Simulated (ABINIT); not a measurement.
Al3Cl:

```
CELL_PARAMETERS angstrom
4.00408 0.00000 0.00000
0.00000 4.00408 0.00000
0.00000 0.00000 4.00408
ATOMIC_POSITIONS crystal
Al 0.00000 0.50000 0.50000
Al 0.50000 0.00000 0.50000
Al 0.50000 0.50000 0.00000
Cl 0.00000 0.00000 0.00000
```

The cell was built by a generator and needn't be a form met in nature.

Base run:

- Program: ABINIT 10.8.3 (patched build)
- Functional: PBEsol
- Potentials or basis: PseudoDojo NC SR PBEsol v0.4.1 standard
- Cutoff: 680 eV
- k mesh: 5 × 5 × 5
- Occupations: fermi-dirac, width 0.05 eV
- Spin: no spin polarisation

Its results: band gap on the k mesh none (metal or under the smearing width); pressure 13.7 GPa.

Problem. The run is repeated on the same cell with these changes: functional from PBEsol to WC; potentials or basis from PseudoDojo NC SR PBEsol v0.4.1 standard to PseudoDojo NC SR PBEsol v0.4 stringent. What comes out?

Solution. Band gap on the k mesh none (metal or under the smearing width); pressure 14.4 GPa.

Caveats: the cutoff is short for stress, so the pressure is rough; the potentials were made for another functional, which shifts forces and pressure (some runs).
